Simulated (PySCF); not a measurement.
# CH₅Cl₂InSi: NMR shieldings

Wanted: NMR shieldings for CH₅Cl₂InSi (`[SiH3][CH2][In]([Cl])[Cl]`).

Programs: PySCF 2.14.0, with routines of our own; each step states its level. All values are computed. Atoms count from 0.

## 1. The system as given

10 atoms, charge 0, multiplicity 1; geometry from: GFN2-xTB.

## 2. Optimising the geometry at PBE0-D3(BJ)/def2-SVP

The job: settings as JSON, then the geometry in Å.

```
{"job": {"xc": "PBE0", "basis": "def2-SVP", "d3": "d3bj", "grid": 1, "maxiter": 30, "shake": 0.03, "kind": "geom"}, "charge": 0, "multiplicity": 1}
In     0.931260     1.376600    -0.648630
Cl     3.155460     1.595310    -0.507870
Cl    -0.212210     3.520400    -0.635790
C     -0.140630    -0.472300    -0.786740
Si    -0.663460    -1.072520     0.953850
H     -1.136350    -0.265920    -1.383130
H      0.445390    -1.173200    -1.301190
H      0.638740    -1.224930     1.724680
H     -1.508230    -0.026930     1.693810
H     -1.385330    -2.333270     0.895410
```

The run is started by

```
$ OMP_NUM_THREADS=1 python heavy_run.py task.json out
```

This one command runs all jobs of the session in turn.

The program printed:

```text
step   0  E = -1440.35121163  max force = 0.066839
step   1  E = -1440.36335515  max force = 0.004406
step   2  E = -1440.36356352  max force = 0.001571
step   3  E = -1440.36362971  max force = 0.001802
step   4  E = -1440.36364227  max force = 0.001205
step   5  E = -1440.36365030  max force = 0.000610
step   6  E = -1440.36364886  max force = 0.000949
step   7  E = -1440.36365738  max force = 0.000694
step   8  E = -1440.36366412  max force = 0.000446
optimisation converged
```

Wall time 68 s (1 thread of Arm Neoverse V1, shared host); peak memory 0.47 GiB.

Step by step:

| step | energy from step 0 (eV) | largest force component (eV/Å) |
| --- | --- | --- |
| 0 | 0.0000 | 3.4370 |
| 1 | -0.3304 | 0.2266 |
| 2 | -0.3361 | 0.0808 |
| 3 | -0.3379 | 0.0927 |
| 4 | -0.3383 | 0.0620 |
| 5 | -0.3385 | 0.0314 |
| 6 | -0.3384 | 0.0488 |
| 7 | -0.3387 | 0.0357 |
| 8 | -0.3388 | 0.0229 |

Distances of close pairs at the start and the end, largest changes first:

| bond | before (Å) | after (Å) | change (Å) |
| --- | --- | --- | --- |
| In0–Cl1 | 2.239 | 2.345 | +0.105 |
| In0–Cl2 | 2.430 | 2.341 | -0.088 |
| C3–H5 | 1.179 | 1.101 | -0.078 |
| C3–H6 | 1.048 | 1.102 | +0.053 |
| Si4–H9 | 1.454 | 1.495 | +0.041 |
| Si4–H8 | 1.534 | 1.494 | -0.040 |
| C3–Si4 | 1.914 | 1.883 | -0.031 |
| Si4–H7 | 1.521 | 1.495 | -0.026 |

The end geometry stands in the next job.

| at the end point | value |
| --- | --- |
| point group (found at 0.08 Å tolerance) | C1 |
| rotational constants (GHz, main isotopes) | 1.694, 0.939, 0.655 |
| dipole moment (D) | 3.57 |

## 3. NMR shieldings: PBE0/pcSseg-1 In:us-x2c-TZVPall-2c Cl:us-pcSseg-1, spin–orbit

The job: settings as JSON, then the geometry in Å.

```
{"job": {"kind": "hnmr", "xc": "PBE0", "basis": {"default": "pcSseg-1", "In": "us-x2c-TZVPall-2c", "Cl": "us-pcSseg-1", "Si": "us-pcSseg-1"}, "rel": "so"}, "charge": 0, "multiplicity": 1}
In     0.908490     1.439469    -0.602206
Cl     3.239758     1.523806    -0.367903
Cl    -0.014350     3.590605    -0.652105
C     -0.203819    -0.380909    -0.752348
Si    -0.690779    -1.106182     0.916235
H     -1.097774    -0.166626    -1.358837
H      0.439628    -1.083419    -1.305700
H      0.536147    -1.354525     1.732657
H     -1.564536    -0.144582     1.654115
H     -1.428126    -2.394397     0.740491
```

With the program's defaults for keys left out, this is: PBE0/pcSseg-1 In:us-x2c-TZVPall-2c Cl:us-pcSseg-1 Si:us-pcSseg-1 GIAO NMR shielding, X2C with spin-orbit coupling, screened-nuclear two-electron part, Gaussian nuclei, gas phase.

The program printed:

```text
spin-free SCF
coarse grid: 44672 points
cycle   1  E = -7134.6411236877  dE = -1.296e-01  |g| = 5.800e-01  |ddm| = 2.352e+02
cycle   2  E = -7134.5804047599  dE =  6.072e-02  |g| = 8.238e-01  |ddm| = 1.475e+00
cycle   3  E = -7134.7212461998  dE = -1.408e-01  |g| = 5.426e-02  |ddm| = 8.531e-01
cycle   4  E = -7134.7215083930  dE = -2.622e-04  |g| = 2.901e-02  |ddm| = 6.606e-02
cycle   5  E = -7134.7216480631  dE = -1.397e-04  |g| = 8.558e-03  |ddm| = 2.777e-02
cycle   6  E = -7134.7216669099  dE = -1.885e-05  |g| = 2.959e-03  |ddm| = 1.110e-02
cycle   7  E = -7134.7216687367  dE = -1.827e-06  |g| = 2.399e-04  |ddm| = 2.692e-03
final grid: 87536 points
cycle   8  E = -7134.7203471457  dE = -5.526e-07  |g| = 1.180e-03  |ddm| = 1.158e-03
cycle   9  E = -7134.7203471406  dE =  5.057e-09  |g| = 2.536e-04  |ddm| = 5.303e-04
cycle  10  E = -7134.7203471356  dE =  5.006e-09  |g| = 3.021e-04  |ddm| = 6.065e-04
cycle  11  E = -7134.7203471571  dE = -2.148e-08  |g| = 3.864e-05  |ddm| = 3.213e-04
cycle  12  E = -7134.7203471572  dE = -1.237e-10  |g| = 4.593e-06  |ddm| = 2.675e-05
converged SCF energy = -7134.7203471572
two-component SCF
cycle   1  E = -7134.1481024498  dE = -7.134e+03  |FDS-SDF| = 4.098e+01
cycle   2  E = -7135.4439958169  dE = -1.296e+00  |FDS-SDF| = 3.004e-01
cycle   3  E = -7135.4443900649  dE = -3.942e-04  |FDS-SDF| = 7.898e-03
cycle   4  E = -7135.4443950586  dE = -4.994e-06  |FDS-SDF| = 3.710e-03
cycle   5  E = -7135.4443958471  dE = -7.886e-07  |FDS-SDF| = 1.218e-03
cycle   6  E = -7135.4443960700  dE = -2.228e-07  |FDS-SDF| = 3.063e-04
cycle   7  E = -7135.4443961054  dE = -3.546e-08  |FDS-SDF| = 8.723e-05
cycle   8  E = -7135.4443961093  dE = -3.918e-09  |FDS-SDF| = 2.893e-05
converged, E = -7135.4443961093

Field gradients (au) and densities at the nuclei (bohr^-3)
atom        Vxx        Vyy        Vzz        centre      nuclear mean
  0 In    -0.9937    -3.5769     4.5706     159541.425     158537.963
  1 Cl    -0.7517    -1.2445     1.9962       3266.666       3266.565
  2 Cl    -0.7559    -1.2493     2.0052       3266.667       3266.566
  3 C     -0.0309    -0.0919     0.1228        114.487        114.487
  4 Si    -0.0496    -0.0658     0.1154       1756.831       1756.800
  5 H     -0.1464    -0.1507     0.2971          0.366          0.366
  6 H     -0.1463    -0.1502     0.2964          0.366          0.366
  7 H     -0.0665    -0.0706     0.1371          0.356          0.356
  8 H     -0.0667    -0.0708     0.1376          0.356          0.356
  9 H     -0.0677    -0.0702     0.1379          0.356          0.356
without picture change
  0 In                           5.0165                    321436.250

Core orbital energies (eV)
atom   shell        mean    spread
  0 In 1s       -27797.514   0.000
  0 In 2s        -4186.202   0.000
  0 In 3s         -805.571   0.000
  0 In 4s         -127.482   0.000
  0 In 2p1/2     -3900.879   0.000
  0 In 2p3/2     -3690.421   0.040
  0 In 3p1/2      -690.222   0.000
  0 In 3p3/2      -651.786   0.121
  0 In 4p1/2       -89.327   0.000
  0 In 4p3/2       -82.586   0.169
  0 In 3d3/2      -448.227   0.117
  0 In 3d5/2      -440.505   0.153
  0 In 4d3/2       -23.277   0.060
  0 In 4d5/2       -22.410   0.091
  1 Cl 1s        -2776.784   0.000
  1 Cl 2s         -260.592   0.000
  1 Cl 3s          -22.408   0.000
  1 Cl 2p1/2      -198.257   0.000
  1 Cl 2p3/2      -196.580   0.094
  2 Cl 1s        -2776.809   0.000
  2 Cl 2s         -260.617   0.000
  2 Cl 3s          -22.436   0.000
  2 Cl 2p1/2      -198.282   0.000
  2 Cl 2p3/2      -196.605   0.094
  4 Si 1s        -1807.273   0.000
  4 Si 2s         -146.208   0.000
  4 Si 3s          -16.814   0.000
  4 Si 2p1/2      -100.614   0.000
  4 Si 2p3/2       -99.975   0.006

Shielding tensors (ppm)
atom      isotropic    diamagn.    paramagn.     s11        s22        s33       span
  0 In     3646.94     4622.76     -975.82    3282.44    3503.30    4155.09     872.65
  1 Cl      916.17     1130.40     -214.23     712.33     971.96    1064.23     351.90
  2 Cl      915.84     1130.36     -214.52     711.33     971.43    1064.78     353.45
  3 C       179.78      255.78      -76.00     158.45     174.32     206.57      48.12
  4 Si      437.69      868.76     -431.07     407.99     422.61     482.47      74.48
  5 H        30.56       30.05        0.51      23.86      28.58      39.25      15.39
  6 H        30.60       30.08        0.51      23.93      28.62      39.24      15.31
  7 H        27.08       28.61       -1.53      22.78      26.37      32.09       9.31
  8 H        27.10       28.59       -1.48      22.92      26.18      32.22       9.30
  9 H        26.97       27.34       -0.36      23.29      24.20      33.42      10.13
```

It took 4.2 min on 1 thread of Arm Neoverse V1, shared host; peak memory 1.6 GiB.

Key values:

| quantity | value |
| --- | --- |
| energy from spin-orbit coupling | -0.7240 Eh |

The fields below are evaluated on a grid from the run's orbitals.

Frontier orbitals at PBE0/us-x2c-TZVPall-2c+us-pcSseg-1+pcSseg-1, with the share of their density that lies nearest to each atom:

| orbital | energy (eV) | lies on |
| --- | --- | --- |
| HOMO | -8.53 | Cl1, Cl2 about 28 % each; C3 20 %; In0 8 % |
| LUMO | -1.96 | In0 41 %; Cl1, Cl2 about 15 % each; C3 14 % |

ELF in a plane through or near 3 of the atoms.

Ten even steps from '0' (0.00) to '9' (0.99):
```
0000000000000000000000000000
0000000000000000000000000000
0000123321000000000000000000
0001356664100000000000000000
0014788886300000000000000000
0036862287300000122000000000
0047864186200000364100000000
0036885773111001576211100000
0013556313313224212588850000
0000011147623455173599982000
0000001147623344275499982000
0001234213312123211588850000
0025788773110004898411100000
0036882277300004999300000000
0036884678410003898200000000
0014788887510000232000000000
0002457775300000000000000000
0000123443100000000000000000
0000000000000000000000000000
0000000000000000000000000000
```
The map spans 11.4 Å across and 9.2 Å up, centred on the molecule. Atoms in the plane (x, y in Å): Cl1 (-3.0, -2.0), Cl2 (-3.1, 1.8), Si4 (1.5, 0.0).

log10 of the density (e/Å³) in the same plane.

Values, 10 rows by 14 columns:
```
-4.0 -4.0 -3.9 -3.6 -3.7 -4.0 -4.0 -4.0 -4.0 -4.0 -4.0 -3.9 -3.9 -4.0
-3.9 -2.9 -2.0 -1.6 -1.8 -2.6 -3.9 -4.0 -4.0 -3.9 -3.9 -3.9 -4.0 -4.0
-3.5 -1.9 -0.7 -0.1 -0.6 -1.7 -2.8 -3.1 -2.7 -2.7 -3.1 -3.9 -4.0 -4.0
-3.1 -1.5 -0.1  1.5  0.0 -1.1 -1.9 -1.9 -1.3 -1.4 -2.0 -2.7 -3.3 -4.0
-3.5 -2.1 -1.0 -0.5 -0.1  0.0 -0.9 -0.9 -0.4 -0.4 -0.7 -1.6 -2.5 -3.8
-4.0 -2.7 -1.7 -1.0  0.4  0.8 -0.7 -0.7  0.2  0.9 -0.4 -1.3 -2.4 -3.7
-3.5 -1.9 -0.7  0.0 -0.1 -0.8 -1.5 -1.4 -0.5 -0.6 -1.4 -2.2 -3.0 -4.0
-3.4 -1.8 -0.3  1.4  0.2 -1.1 -2.2 -2.2 -1.4 -1.5 -2.3 -3.1 -3.8 -4.0
-4.0 -2.3 -1.2 -0.6 -0.8 -1.7 -2.9 -3.3 -2.9 -2.9 -3.4 -4.0 -4.0 -4.0
-4.0 -3.8 -2.7 -2.4 -2.4 -3.1 -4.0 -4.0 -4.0 -4.0 -4.0 -4.0 -4.0 -4.0
```
The map spans 11.4 Å across and 9.2 Å up, centred on the molecule. Atoms in the plane (x, y in Å): Cl1 (-3.0, -2.0), Cl2 (-3.1, 1.8), Si4 (1.5, 0.0).

On the surface of density 0.002 e/bohr³ the electrostatic potential runs, from the 1st to the 99th percentile, from -0.84 V near Cl1 to 3.11 V near In0.

## 4. NMR shieldings: PBE0/pcSseg-1 In:us-x2c-TZVPall-2c Cl:us-pcSseg-1, spin-free

Settings changed since step 3:

```diff
@@ -1,2 +1,2 @@
-{"job": {"kind": "hnmr", "xc": "PBE0", "basis": {"default": "pcSseg-1", "In": "us-x2c-TZVPall-2c", "Cl": "us-pcSseg-1", "Si": "us-pcSseg-1"}, "rel": "so"}, "charge": 0, "multiplicity": 1}
+{"job": {"kind": "hnmr", "xc": "PBE0", "basis": {"default": "pcSseg-1", "In": "us-x2c-TZVPall-2c", "Cl": "us-pcSseg-1", "Si": "us-pcSseg-1"}, "rel": "sf"}, "charge": 0, "multiplicity": 1}
 In     0.908490     1.439469    -0.602206
```

Level: PBE0/pcSseg-1 In:us-x2c-TZVPall-2c Cl:us-pcSseg-1 Si:us-pcSseg-1 GIAO NMR shielding, spin-free X2C, Gaussian nuclei, gas phase.

The program printed:

```text
spin-free SCF
coarse grid: 44672 points
cycle   1  E = -7134.6411236877  dE = -1.296e-01  |g| = 5.800e-01  |ddm| = 2.352e+02
cycle   2  E = -7134.5804047599  dE =  6.072e-02  |g| = 8.238e-01  |ddm| = 1.475e+00
cycle   3  E = -7134.7212461998  dE = -1.408e-01  |g| = 5.426e-02  |ddm| = 8.531e-01
cycle   4  E = -7134.7215083930  dE = -2.622e-04  |g| = 2.901e-02  |ddm| = 6.606e-02
cycle   5  E = -7134.7216480631  dE = -1.397e-04  |g| = 8.558e-03  |ddm| = 2.777e-02
cycle   6  E = -7134.7216669099  dE = -1.885e-05  |g| = 2.959e-03  |ddm| = 1.110e-02
cycle   7  E = -7134.7216687367  dE = -1.827e-06  |g| = 2.399e-04  |ddm| = 2.692e-03
final grid: 87536 points
cycle   8  E = -7134.7203471457  dE = -5.526e-07  |g| = 1.180e-03  |ddm| = 1.158e-03
cycle   9  E = -7134.7203471406  dE =  5.057e-09  |g| = 2.536e-04  |ddm| = 5.303e-04
cycle  10  E = -7134.7203471356  dE =  5.006e-09  |g| = 3.021e-04  |ddm| = 6.065e-04
cycle  11  E = -7134.7203471571  dE = -2.148e-08  |g| = 3.864e-05  |ddm| = 3.213e-04
cycle  12  E = -7134.7203471572  dE = -1.237e-10  |g| = 4.593e-06  |ddm| = 2.675e-05
converged SCF energy = -7134.7203471572
check of the scalar solution
cycle   1  E = -7134.7203471573  dE = -7.135e+03  |FDS-SDF| = 3.998e+00
cycle   2  E = -7134.7212066774  dE = -8.595e-04  |FDS-SDF| = 2.382e-03
cycle   3  E = -7134.7212066780  dE = -6.230e-10  |FDS-SDF| = 8.344e-05
converged, E = -7134.7212066780

Field gradients (au) and densities at the nuclei (bohr^-3)
atom        Vxx        Vyy        Vzz        centre      nuclear mean
  0 In    -0.9952    -3.5686     4.5637     159456.890     158453.428
  1 Cl    -0.7501    -1.2426     1.9927       3266.681       3266.580
  2 Cl    -0.7544    -1.2474     2.0018       3266.682       3266.581
  3 C     -0.0306    -0.0916     0.1223        114.488        114.487
  4 Si    -0.0496    -0.0659     0.1155       1756.835       1756.803
  5 H     -0.1464    -0.1508     0.2971          0.366          0.366
  6 H     -0.1463    -0.1502     0.2964          0.366          0.366
  7 H     -0.0665    -0.0706     0.1371          0.356          0.356
  8 H     -0.0667    -0.0708     0.1376          0.356          0.356
  9 H     -0.0677    -0.0702     0.1379          0.356          0.356
without picture change
  0 In                           5.0161                    321446.629

Core orbital energies (eV)
atom   shell        mean    spread
  0 In 1s       -27798.874   0.000
  0 In 2s        -4186.468   0.000
  0 In 3s         -805.632   0.000
  0 In 4s         -127.492   0.000
  0 In 2p        -3758.175   0.065
  0 In 3p         -664.183   0.202
  0 In 4p          -84.754   0.281
  0 In 3d         -443.616   0.168
  0 In 4d          -22.757   0.176
  1 Cl 1s        -2776.781   0.000
  1 Cl 2s         -260.590   0.000
  1 Cl 3s          -22.407   0.000
  1 Cl 2p         -197.136   0.154
  2 Cl 1s        -2776.806   0.000
  2 Cl 2s         -260.615   0.000
  2 Cl 3s          -22.435   0.000
  2 Cl 2p         -197.161   0.155
  4 Si 1s        -1807.273   0.000
  4 Si 2s         -146.208   0.000
  4 Si 3s          -16.814   0.000
  4 Si 2p         -100.188   0.010

Shielding tensors (ppm)
atom      isotropic    diamagn.    paramagn.     s11        s22        s33       span
  0 In     2810.03     4998.67    -2188.64    2470.61    2691.52    3267.95     797.34
  1 Cl      878.70     1149.30     -270.60     667.58     936.64    1031.88     364.29
  2 Cl      878.39     1149.26     -270.88     666.68     936.06    1032.42     365.74
  3 C       183.59      255.46      -71.88     167.80     176.92     206.04      38.23
  4 Si      423.48      879.44     -455.97     395.70     406.73     468.00      72.30
  5 H        30.56       30.07        0.50      24.04      28.35      39.29      15.25
  6 H        30.59       30.10        0.49      24.11      28.39      39.27      15.16
  7 H        26.99       28.62       -1.63      22.59      26.31      32.08       9.49
  8 H        27.02       28.60       -1.58      22.74      26.11      32.21       9.47
  9 H        26.88       27.36       -0.48      23.05      24.13      33.46      10.42
```

It took 73 s on 1 thread of Arm Neoverse V1, shared host; peak memory 1.2 GiB.

## 5. Shieldings side by side

| run | In0 | Cl1 | Cl2 | Si4 | C3 | H9 | H7 | time |
| --- | --- | --- | --- | --- | --- | --- | --- | --- |
| step 3, PBE0/pcSseg-1 In:us-x2c-TZVPall-2c Cl:us-pcSseg-1, spin–orbit | 3646.9 | 916.2 | 915.8 | 437.7 | 179.8 | 27.0 | 27.1 | 4.2 min |
| step 4, PBE0/pcSseg-1 In:us-x2c-TZVPall-2c Cl:us-pcSseg-1, spin-free | 2810.0 | 878.7 | 878.4 | 423.5 | 183.6 | 26.9 | 27.0 | 73 s |

## 6. Summary of results

| quantity | value |
| --- | --- |
| point group | C1 |
| rotational constants (main isotopes) | 1.69, 0.94, 0.66 GHz |
| energy from spin-orbit coupling (step 3, PBE0/pcSseg-1 In:us-x2c-TZVPall-2c Cl:us-pcSseg-1, spin–orbit) | -0.7240 Eh |
| shieldings (step 3, PBE0/pcSseg-1 In:us-x2c-TZVPall-2c Cl:us-pcSseg-1, spin–orbit) | In0 3646.9, Cl1 916.2, Cl2 915.8, C3 179.8, Si4 437.7 ppm |
| surface potential, 1st and 99th percentile | -0.84 V and 3.11 V |
| shieldings (step 4, PBE0/pcSseg-1 In:us-x2c-TZVPall-2c Cl:us-pcSseg-1, spin-free) | In0 2810.0, Cl1 878.7, Cl2 878.4, C3 183.6, Si4 423.5 ppm |

In words: The start was shaken at random, so part of the energy gained undoes that. Relaxing lowered the energy by 0.339 eV in 8 steps; the close pair that moved most is In0–Cl1, from 2.239 to 2.345 Å. No frequency check was run at this level, so the end point may be a saddle. A contracted two-component basis is stiff near heavy nuclei, so the absolute shieldings of the heavy atoms from it are rough. In step 3, In0 has the widest tensor, 873 ppm. By nearest atom (PBE0/us-x2c-TZVPall-2c+us-pcSseg-1+pcSseg-1), the HOMO sits on Cl1, Cl2 about 28 % each; C3 20 % and the LUMO on In0 41 %; Cl1, Cl2 about 15 % each. In0 moves most between the runs, by 837 ppm; the labels say what changes from run to run.
